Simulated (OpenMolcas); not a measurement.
# Co²⁺ among point charges: CASSCF levels and susceptibility

How does a field of 3 point charges split the states of Co²⁺, and what χT follows?

Program: OpenMolcas 26.06. Level of theory: state-averaged CASSCF, spin-orbit coupling by RASSI with atomic mean-field integrals. These are calculated values, not measurements, unless marked.

1 further run of the same task is left out (it didn't finish).

## 1. Starting point

| Item | Value |
| --- | --- |
| Species | Co²⁺ (cobalt, Z = 27, 25 electrons) |
| Basis | ANO-RCC-VTZP [6s5p3d2f1g], 59 functions |
| Scalar Hamiltonian | DKH2, point nucleus |
| Inactive shells | 1s 2s 2p 3s 3p |
| Active space | 7 electrons in 5 orbitals (3d) |
| Some configurations of this space | 3d7 |
| Orbitals | optimised for each spin and parity, averaged over all roots |

Outer shells as boxes (Hund's rule):

3d7
```
3d [↑↓][↑↓][↑ ][↑ ][↑ ]
```

The ion sits among 3 point charges of -3 e arranged as a planar triangle (D3h), 1.97 Å from the ion. The active orbitals were held to one l.

Each step is its own input file, run in one work folder so that later steps find the files of earlier ones. Labels, J, g values, rates, χT and fits are worked out afterwards by a script from the matrices that RASSI stores.

## 2. Basis and integrals

a.inp

```
&GATEWAY
Coord
1

Co 0.0 0.0 0.0
Basis=ANO-RCC-VTZP
Group=NoSym
NoMove
AngMom=0.0 0.0 0.0
AMFI
XField
3 Angstrom 0
1.970000 0.000000 0.000000 -3.000000
-0.985000 1.706070 0.000000 -3.000000
-0.985000 -1.706070 0.000000 -3.000000
&SEWARD
```

The run is started by

```
$ OMP_NUM_THREADS=1 MOLCAS_MEM=1689 MOLCAS_PROJECT=a pymolcas a.inp > a.log
```

## 3. Reference wave functions, quartets, 10 roots

a.inp

```
&RASSCF
FileOrb=start.orb
Symmetry=1
Spin=4
nActEl=7 0 0
Inactive=9
Ras2=5
CIRoot=10 10 1
SDav=10
CIMx=300
Iter=120 100
PrWF=0.3
OrbListing=Nothing
MaxOrb=0
SupSym
1
15 10 11 12 13 14 27 28 29 30 31 32 33 34 35 36
>>> COPY $Project.JobIph JOB001
```

start.orb holds the contracted functions of the basis, ordered by shell, or the orbitals of the step before.

## 4. CASSCF: doublets, 40 roots

a.inp

```
&RASSCF
FileOrb=start.orb
Symmetry=1
Spin=2
nActEl=7 0 0
Inactive=9
Ras2=5
CIRoot=40 40 1
SDav=40
CIMx=300
Iter=120 100
PrWF=0.3
OrbListing=Nothing
MaxOrb=0
SupSym
1
15 10 11 12 13 14 27 28 29 30 31 32 33 34 35 36
>>> COPY $Project.JobIph JOB002
```

## 5. State interaction with spin-orbit coupling

a.inp

```
&RASSI
NrOfJobIphs=2 10 40
1 2 3 4 5 6 7 8 9 10
1 2 3 4 5 6 7 8 9 10 11 12 13 14 15 16 17 18 19 20 21 22 23 24 25 26 27
28 29 30 31 32 33 34 35 36 37 38 39 40
IphNames
JOB001
JOB002
EJob
SpinOrbit
DIPRint=1.0
SOCoupling=1000.0
Subsets=2
Property=9
'ANGMOM' 1 'ANGMOM' 2 'ANGMOM' 3 'MLTPL  1' 1 'MLTPL  1' 2 'MLTPL  1' 3
'AMFI' 1 'AMFI' 2 'AMFI' 3
SOProperty=3
'ANGMOM' 1 'ANGMOM' 2 'ANGMOM' 3
```

**Question.** What will these runs give? Wanted: spin-free ground state; first state of the same spin within the active space; lowest level; next level.

**Answer**, as computed:

| quantity | value |
| --- | --- |
| method | CASSCF |
| spin-free ground state | 4A2, 1-fold in its orbital part |
| first state of the same spin within the active space | 4E at 2440 cm⁻¹ |
| lowest level | 2-fold E1/2, g = 1.97, 5.26, 5.26 |
| next level | 125.1 cm⁻¹ |
| χT at 300 K | 3.06 cm³ K/mol |
| effective moment at 300 K | 4.95 μB |

The spin-free ground state (4A2) comes to 92 % from free-ion F terms and keeps the highest spin of the shell. χT at 300 K is 3.06, against 1.88 cm³ K/mol for the spin alone, so orbital moment adds to it. An active space of the d shell alone favours high spin; real ions in strong fields can be low spin. The field of point charges can differ much from that of real complexes. With metal d orbitals alone active, the gaps between spin states are rough; where two lie within a few thousand cm-1, their order is open. This is an electrostatic model: the charges have no orbitals.
